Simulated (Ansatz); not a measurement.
# CCl₂FNSn: how energies converge with the basis set

Aim: see how fast density functionals converge with the basis set for CCl₂FNSn.

Program: Ansatz 0.2.0, Gaussian basis. Level of theory: one geometry, several basis sets. These are calculated values, not measurements.

The runs, in order: PBE0-D4/def2-SVP; ωB97M-V/def2-SVP; PBE0-D4/def2-QZVPP; ωB97M-V/def2-QZVPP; the functionals' def2-TZVPP values are taken from earlier runs.

**1. The geometry**

The geometry comes from an earlier relaxation with PBE0-D4 in a triple-zeta def2 set; it is a stationary point. Sn takes the def2 core potential; no spin-orbit term is included.

SMILES `N#[C][Sn]([F])([Cl])[Cl]`, 6 atoms, charge 0, spin multiplicity 1.

Atoms are counted from 1 here; the program's logs count them from 0.

Bond lengths: N1–C2 1.151 Å, C2–Sn3 2.082 Å, Sn3–F4 1.890 Å, Sn3–Cl5 2.274 Å, Sn3–Cl6 2.274 Å. Angles: N1–C2–Sn3 178.9°, C2–Sn3–F4 106.6°, C2–Sn3–Cl5 111.1°, C2–Sn3–Cl6 111.1°, F4–Sn3–Cl5 107.9°, F4–Sn3–Cl6 107.8°, Cl5–Sn3–Cl6 112.0°.

**2. PBE0-D4 in def2-SVP**

in.yaml reads:

```yaml
crystal:
  periodic: [false, false, false]
  atoms:
    - {symbol: N, position_ang: [1.617275, -1.865101, 1.139146]}
    - {symbol: C, position_ang: [0.917293, -1.094892, 0.647301]}
    - {symbol: Sn, position_ang: [-0.320464, 0.327366, -0.236194]}
    - {symbol: F, position_ang: [-1.783994, -0.612697, -0.974689]}
    - {symbol: Cl, position_ang: [0.746970, 1.400495, -1.933145]}
    - {symbol: Cl, position_ang: [-1.134981, 1.780829, 1.311279]}
basis:
  gaussian: {orbitals: def2-SVP}
hamiltonian: {xc: pbe0, dispersion: d4}
output: {orbitals: {seedname: orbitals}}
```

Command:

```sh
> ansatz run in.yaml --threads 4 --pin off --events-out ev --progress --plain --max-ram 10444MiB
```

After this run come: ωB97M-V in def2-SVP; PBE0-D4 in def2-QZVPP; ωB97M-V in def2-QZVPP.

Before running them: what should the planned runs give, taken together? Wanted: PBE0-D4: double and triple zeta above quadruple; ωB97M-V: double and triple zeta above quadruple.

As calculated:

| quantity | value |
| --- | --- |
| PBE0-D4: double and triple zeta above quadruple | 16.60, 1.10 eV |
| ωB97M-V: double and triple zeta above quadruple | 16.58, 1.03 eV |

**Reading.** PBE0-D4 gains 15.50 eV from double to triple zeta, then 1.10 eV more. Total energies overstate the basis error of differences, where much of it tends to cancel.
